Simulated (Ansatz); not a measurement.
# SrB4: the cost of one run

Program: Ansatz 0.2.0. Level of theory: reference: DFT PBEsol, plane waves, PAW, scalar-relativistic, no spin polarisation. These are calculated values, not measurements.

1 further run of the same task is left out (it didn't finish).

### Step 1. The system as given

Symmetry: I4/mmm, No. 139, tetragonal system. Conventional cell: a = 3.688 Å, b = 3.688 Å, c = 8.930 Å, α = 90.00°, β = 90.00°, γ = 90.00°. Sr (site symmetry 4/mmm) has 16 B at 2.82 to 2.90 Å as nearest neighbours. B (site symmetry 4mm) is surrounded by 5 B at 2.14 to 2.18 Å and 4 Sr at 2.82 Å. B (site symmetry -4m2) is surrounded by 8 B at 2.18 to 2.61 Å and 4 Sr at 2.90 Å.

Structure file:

```cif
data_structure
_symmetry_space_group_name_H-M 'P 1'
_symmetry_Int_Tables_number 1
_cell_length_a 3.6882
_cell_length_b 3.6882
_cell_length_c 5.1707
_cell_angle_alpha 69.106
_cell_angle_beta 69.106
_cell_angle_gamma 90.000
_cell_volume 60.73
loop_
_atom_site_label
_atom_site_type_symbol
_atom_site_fract_x
_atom_site_fract_y
_atom_site_fract_z
_atom_site_occupancy
Sr1 Sr 0.00000 0.00000 0.00000 1
B1 B 0.38000 0.38000 0.24000 1
B2 B 0.62000 0.62000 0.76000 1
B3 B 0.75000 0.25000 0.50000 1
B4 B 0.25000 0.75000 0.50000 1
```

### Step 2. Reference

The input, input.yaml:

```yaml
crystal:
  lattice:
    - [0.0, 3.688197, 0.0]
    - [3.688197, 0.0, 0.0]
    - [1.844099, 1.844099, -4.464879]
  atoms:
    - { symbol: Sr, position: [0.0, 0.0, 0.0] }
    - { symbol: B, position: [0.38, 0.38, 0.24] }
    - { symbol: B, position: [0.62, 0.62, 0.76] }
    - { symbol: B, position: [0.75, 0.25, 0.5] }
    - { symbol: B, position: [0.25, 0.75, 0.5] }
  symmetry: { tolerance: 0.0003 }
kpoints:
  mp_grid: { grid: [5, 5, 5], shift: [0, 0, 0] }
magnetization:
  spin_polarized: false
scf:
  occupations: { method: fermi_dirac }
hamiltonian:
  pseudopotentials: { kind: paw }
  xc: pbesol
basis:
  ecutwfc: 420
output:
  forces: true
  stress: true
  eigenvalues: true
```

Command:

```console
> ansatz run input.yaml --threads 1 --pin off --max-ram 2560MiB --backend cpu --events-out ev --progress --plain --runs-dir out
```

What time and memory should one allow on 1 thread of Intel Xeon Platinum 8488C (Sapphire Rapids), shared host?

About 1.2 s, with a peak of 0.35 GiB.
